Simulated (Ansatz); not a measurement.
# CH4BNOS: basis-set convergence

How large a basis does CH4BNOS need? Two functionals are run in growing sets.

Method: one geometry, several basis sets; program: Ansatz 0.2.0, Gaussian basis.

Levels to be run: PBE0-D4/def2-SVP; ωB97M-V/def2-SVP; PBE0-D4/def2-QZVPP; ωB97M-V/def2-QZVPP; the functionals' def2-TZVPP values are taken from earlier runs.

## (1) The geometry

All runs share one geometry, relaxed beforehand with PBE0-D4 in a triple-zeta def2 set.

9 atoms, charge 0, spin multiplicity 1.

Atoms are counted from 1 here; the program's logs count them from 0.

Bond lengths: S1–C2 1.801 Å, S1–H6 1.343 Å, C2–N3 1.438 Å, C2–O5 1.436 Å, C2–H7 1.092 Å, N3–B4 1.410 Å, N3–H8 1.001 Å, B4–O5 1.397 Å, B4–H9 1.187 Å. Angles: C2–S1–H6 96.0°, S1–C2–N3 112.5°, S1–C2–O5 115.5°, S1–C2–H7 109.9°, N3–C2–O5 91.8°, N3–C2–H7 116.0°, O5–C2–H7 110.1°, C2–N3–B4 86.5°, C2–N3–H8 128.3°, B4–N3–H8 144.7°, N3–B4–O5 94.6°, N3–B4–H9 136.2°, O5–B4–H9 129.2°, C2–O5–B4 87.0°.

As a file:

```mol
CH4BNOS
  3D, bonds by distance, orders not assigned

  9  9  0  0  0  0  0  0  0  0999 V2000
   -0.3762    0.7085    1.8450 S   0  0
   -0.4050    0.2898    0.0941 C   0  0
    0.0415   -1.0533   -0.1585 N   0  0
    1.0497   -0.4744   -0.9571 B   0  0
    0.6630    0.8415   -0.6907 O   0  0
   -1.0504    1.8638    1.7239 H   0  0
   -1.3699    0.5637   -0.3386 H   0  0
   -0.3920   -1.9134    0.1138 H   0  0
    1.9277   -0.8725   -1.6491 H   0  0
  1  2  8  0
  2  3  8  0
  3  4  8  0
  4  5  8  0
  1  6  8  0
  2  7  8  0
  3  8  8  0
  4  9  8  0
  2  5  8  0
M  END
```

## (2) PBE0-D4 in def2-SVP

Contents of in.yaml:

```yaml
crystal:
  periodic: [false, false, false]
  atoms:
    - {symbol: S, position_ang: [-0.376167, 0.708526, 1.845043]}
    - {symbol: C, position_ang: [-0.404996, 0.289796, 0.094134]}
    - {symbol: N, position_ang: [0.041524, -1.053254, -0.158464]}
    - {symbol: B, position_ang: [1.049739, -0.474414, -0.957145]}
    - {symbol: O, position_ang: [0.662951, 0.841473, -0.690653]}
    - {symbol: H, position_ang: [-1.050405, 1.863828, 1.723900]}
    - {symbol: H, position_ang: [-1.369896, 0.563672, -0.338629]}
    - {symbol: H, position_ang: [-0.391993, -1.913423, 0.113846]}
    - {symbol: H, position_ang: [1.927743, -0.872504, -1.649133]}
basis:
  gaussian: {orbitals: def2-SVP}
hamiltonian: {xc: pbe0, dispersion: d4}
output: {orbitals: {seedname: orbitals}}
```

The run is started by

```console
$ ansatz run in.yaml --threads 2 --pin off --events-out ev --progress --plain --max-ram 4352MiB
```

What it wrote:

```text
Functional definition: PBE0
  name "PBE0"
  cite "Adamo & Barone, J. Chem. Phys. 110, 6158 (1999) doi:10.1063/1.478522"
  cite "Perdew, Burke & Ernzerhof, Phys. Rev. Lett. 77, 3865 (1996) doi:10.1103/PhysRevLett.77.3865"
  parent pbe
  parameter a = 0.25
  parameter kappa = 0.804
  parameter beta = 0.06672455060314922
  exchange = (1 - a)*pbe_x(kappa = kappa, mu = beta*pi^2/3) + a*exact_x
  correlation = pbe_c(beta = beta)
1067 factors; their error is unknown
mean field evaluation 1: about -16129.7575 eV, gradient 4.9e1 eV
mean field evaluation 2: about -16125.8272 eV, gradient 6.7e1 eV
mean field evaluation 4: about -16134.5549 eV, gradient 2.9e0 eV
mean field evaluation 8: about -16134.5700 eV, gradient 3.6e-2 eV
mean field evaluation 16: about -16134.6168 eV, gradient 2.1e-5 eV
mean field -16134.61684007 eV, -592.9362324366 hartree, gradient 2.1e-5 eV, S^2 0.000000; 0 other end points of the search recorded, 0 dependent functions left out
reference -16134.61686463 eV, -592.9362333392 hartree; 23, 23 occupied and 71, 71 virtual orbitals, 1067 factors
Total energy: -16134.77971169 eV, -592.9422178582 hartree
```

Wall time 1.7 s (2 threads of Arm Neoverse V1, shared host).

## (3) ωB97M-V in def2-SVP

Changes to in.yaml since step 2:

```diff
@@ -14,3 +14,3 @@
   gaussian: {orbitals: def2-SVP}
-hamiltonian: {xc: pbe0, dispersion: d4}
+hamiltonian: {xc: {name: wB97M-V}}
 output: {orbitals: {seedname: orbitals}}
```

Launched as before.

What it wrote (excerpt; [...] marks lines left out):

```text
Functional definition: wB97M-V
  name "wB97M-V"
  cite "Mardirossian & Head-Gordon, J. Chem. Phys. 144, 214110 (2016) doi:10.1063/1.4952647"
  cite "Becke, J. Chem. Phys. 107, 8554 (1997) doi:10.1063/1.475007"
  cite "Vydrov & Van Voorhis, J. Chem. Phys. 133, 244103 (2010) doi:10.1063/1.3521275"
  # Of w^i u^j: cxij and so on, Table III.
[...]
  gx(w, u) = 1 - cx + cx01*u + cx10*w
  gss(w, u) = css00 + css04*u^4 + css10*w + css20*w^2 + css43*w^4*u^3
  gos(w, u) = cos00 + cos10*w + (cos20 + cos21*u)*w^2 + (cos60 + cos61*u)*w^6
[...]
      + integral(e_c_pw_mod_opposite_spin*gos(b97_w_opposite, b97_u_opposite)) + vv10(b, c)
1064 factors; their error is unknown
259 factors; integrals over basis functions are off by at most 1.0e-5 eV
[...]
mean field -16141.93814798 eV, -593.2052855397 hartree, gradient 9.1e-6 eV, S^2 0.000000; 0 other end points of the search recorded, 0 dependent functions left out
reference -16141.93818654 eV, -593.2052869566 hartree; 23, 23 occupied and 71, 71 virtual orbitals, 1064 factors
Total energy: -16141.93818654 eV, -593.2052869566 hartree
```

Wall time 6 s (2 threads of Arm Neoverse V1, shared host).

## (4) PBE0-D4 in def2-QZVPP

Changes to in.yaml since step 3:

```diff
@@ -13,4 +13,4 @@
 basis:
-  gaussian: {orbitals: def2-SVP}
-hamiltonian: {xc: {name: wB97M-V}}
+  gaussian: {orbitals: "def2-QZVPP.json"}
+hamiltonian: {xc: pbe0, dispersion: d4}
 output: {orbitals: {seedname: orbitals}}
```

Same command.

What it wrote:

```text
Functional definition: PBE0
  name "PBE0"
  cite "Adamo & Barone, J. Chem. Phys. 110, 6158 (1999) doi:10.1063/1.478522"
  cite "Perdew, Burke & Ernzerhof, Phys. Rev. Lett. 77, 3865 (1996) doi:10.1103/PhysRevLett.77.3865"
  parent pbe
  parameter a = 0.25
  parameter kappa = 0.804
  parameter beta = 0.06672455060314922
  exchange = (1 - a)*pbe_x(kappa = kappa, mu = beta*pi^2/3) + a*exact_x
  correlation = pbe_c(beta = beta)
1345 factors; their error is unknown
mean field evaluation 1: about -16137.3770 eV, gradient 6.4e1 eV
mean field evaluation 2: about -16126.3826 eV, gradient 9.6e1 eV
mean field evaluation 4: about -16145.0177 eV, gradient 5.3e0 eV
mean field evaluation 8: about -16145.0648 eV, gradient 3.1e-1 eV
mean field evaluation 16: about -16145.0766 eV, gradient 2.0e-4 eV
mean field -16145.07663251 eV, -593.3206227186 hartree, gradient 3.0e-5 eV, S^2 0.000000; 0 other end points of the search recorded, 0 dependent functions left out
reference -16145.07666829 eV, -593.3206240335 hartree; 23, 23 occupied and 395, 395 virtual orbitals, 1345 factors
Total energy: -16145.23951535 eV, -593.3266085526 hartree
```

It took 15 s on 2 threads of Arm Neoverse V1, shared host; peak memory 1.2 GiB.

## (5) ωB97M-V in def2-QZVPP

Changes to in.yaml since step 4:

```diff
@@ -14,3 +14,3 @@
   gaussian: {orbitals: "def2-QZVPP.json"}
-hamiltonian: {xc: pbe0, dispersion: d4}
+hamiltonian: {xc: {name: wB97M-V}}
 output: {orbitals: {seedname: orbitals}}
```

Same command.

What it wrote (excerpt; [...] marks lines left out):

```text
Functional definition: wB97M-V
  name "wB97M-V"
  cite "Mardirossian & Head-Gordon, J. Chem. Phys. 144, 214110 (2016) doi:10.1063/1.4952647"
  cite "Becke, J. Chem. Phys. 107, 8554 (1997) doi:10.1063/1.475007"
  cite "Vydrov & Van Voorhis, J. Chem. Phys. 133, 244103 (2010) doi:10.1063/1.3521275"
  # Of w^i u^j: cxij and so on, Table III.
[...]
  gx(w, u) = 1 - cx + cx01*u + cx10*w
  gss(w, u) = css00 + css04*u^4 + css10*w + css20*w^2 + css43*w^4*u^3
  gos(w, u) = cos00 + cos10*w + (cos20 + cos21*u)*w^2 + (cos60 + cos61*u)*w^6
[...]
      + integral(e_c_pw_mod_opposite_spin*gos(b97_w_opposite, b97_u_opposite)) + vv10(b, c)
1317 factors; their error is unknown
334 factors; integrals over basis functions are off by at most 9.5e-6 eV
[...]
mean field -16152.52213986 eV, -593.5942400672 hartree, gradient 3.5e-5 eV, S^2 0.000000; 0 other end points of the search recorded, 0 dependent functions left out
reference -16152.52219756 eV, -593.5942421876 hartree; 23, 23 occupied and 395, 395 virtual orbitals, 1317 factors
Total energy: -16152.52219756 eV, -593.5942421876 hartree
```

Run time: 33 s. Hardware: 2 threads of Arm Neoverse V1, shared host; peak memory 1.4 GiB.

## (6) Density functionals: the series

The def2-TZVPP values come from earlier runs at the same geometry.

```csv
functional,basis,functions,energy (eV),from the largest (eV),HOMO (eV),LUMO (eV)
PBE0-D4,def2-SVP,94,-16134.7797,10.460,-7.20,0.69
PBE0-D4,def2-TZVPP,222,-16144.6043,0.635,-7.33,0.17
PBE0-D4,def2-QZVPP,418,-16145.2395,0.000,-7.37,-0.03
ωB97M-V,def2-SVP,94,-16141.9382,10.584,-9.43,2.62
ωB97M-V,def2-TZVPP,222,-16151.9216,0.601,-9.58,1.86
ωB97M-V,def2-QZVPP,418,-16152.5222,0.000,-9.63,1.39
```

## (7) Results

| quantity | value |
| --- | --- |
| PBE0-D4: double and triple zeta above quadruple | 10.46, 0.64 eV |
| ωB97M-V: double and triple zeta above quadruple | 10.58, 0.60 eV |

In words: For PBE0-D4 the step from double to triple zeta gains 9.82 eV and the next only 0.64 eV. These are total energies; as a rule much of such shifts cancels in differences, which this series doesn't test. The LUMO of ωB97M-V is positive and keeps falling with the basis (2.62 to 1.39 eV): an unbound level that the basis holds in place.

For PBE0-D4 the largest set took about 9 times as long as the smallest (15 s against 1.7 s).
